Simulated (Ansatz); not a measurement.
**YIn5Te: a trial structure relaxed**

The task: take a trial cell of YIn5Te to zero force and stress.

Program: Ansatz 0.2.0. Level of theory: DFT PBE, scalar-relativistic, plane waves, PAW. These are calculated values, not measurements.

## (1) Starting point

The structure is tetragonal, space group P4/mmm (No. 123). The conventional cell has a = 4.694 Å, b = 4.694 Å, c = 7.506 Å, α = 90.00°, β = 90.00°, γ = 90.00°. Y (site symmetry 4/mmm) has 12 In at 3.24 to 3.32 Å in its first shell of neighbours. Around In (site symmetry 2mm) lie 2 Te at 2.79 Å and 1 In at 3.03 Å. In (site symmetry 4/mmm) has 8 In at 3.24 Å and 4 Y at 3.32 Å in its first shell of neighbours. Te (site symmetry 4/mmm) is surrounded by 8 In at 2.79 Å.

As a file:

```
CELL_PARAMETERS angstrom
4.69418 0.00000 0.00000
0.00000 4.69418 0.00000
0.00000 0.00000 7.50616
ATOMIC_POSITIONS crystal
Y 0.00000 0.00000 0.00000
In 0.00000 0.50000 0.29802
In 0.00000 0.50000 0.70198
In 0.50000 0.00000 0.29802
In 0.50000 0.00000 0.70198
In 0.50000 0.50000 0.00000
Te 0.00000 0.00000 0.50000
```

The cell is invented: species swapped into a database cell of TiGa5Co (P4/mmm, No. 123), with Y on the Ti sites, In on the Ga sites and Te on the Co sites. Its size is a rough estimate.

## (2) A first look at the guess

Contents of input.yaml:

```yaml
crystal:
  lattice:
    - [4.69418127, 0.0, 0.0]
    - [0.0, 4.69418127, 0.0]
    - [0.0, 0.0, 7.5061577]
  atoms:
    - { symbol: "Y", position: [0.0, 0.0, 0.0] }
    - { symbol: In, position: [0.0, 0.5, 0.29802376] }
    - { symbol: In, position: [0.0, 0.5, 0.70197624] }
    - { symbol: In, position: [0.5, 0.0, 0.29802376] }
    - { symbol: In, position: [0.5, 0.0, 0.70197624] }
    - { symbol: In, position: [0.5, 0.5, 0.0] }
    - { symbol: Te, position: [0.0, 0.0, 0.5] }
basis:
  ecutwfc: 420
kpoints:
  mp_grid: { grid: [4, 4, 2] }
hamiltonian:
  xc: pbe
scf:
  occupations: { method: gaussian, width: 0.1 }
  lower_state_search: "off"
output:
  forces: true
  stress: true
  eigenvalues: true
```

Started as:

```sh
ansatz run input.yaml --threads 1 --pin off --max-ram 2560MiB --backend cpu --events-out ev --progress --plain --runs-dir out
```

Further runs follow: a loose first relaxation; final relaxation.

What does the calculation give? Wanted: conventional cell; volume; energy over the elements; gap on the mesh.

The runs gave:

```
                              quantity                                                                       value
symmetry at the end (tolerance 0.05 Å)                                                space group P4/mmm (No. 123)
                     conventional cell  a = 4.471 Å, b = 4.471 Å, c = 10.001 Å, α = 90.00°, β = 90.00°, γ = 90.00°
                                volume                                                               28.56 Å³/atom
              energy over the elements                                                               -0.17 eV/atom
                       gap on the mesh                                                                none (metal)
```

In words: The space group P4/mmm (No. 123) is kept, and the volume per atom grows by 20.9 % from the first guess. It lies below the elements, which doesn't yet make it stable: competing phases were not computed in this session. No finished test with a distortion of lower symmetry is shown, so the end may be a saddle point. The runs treat Te without spin-orbit coupling.
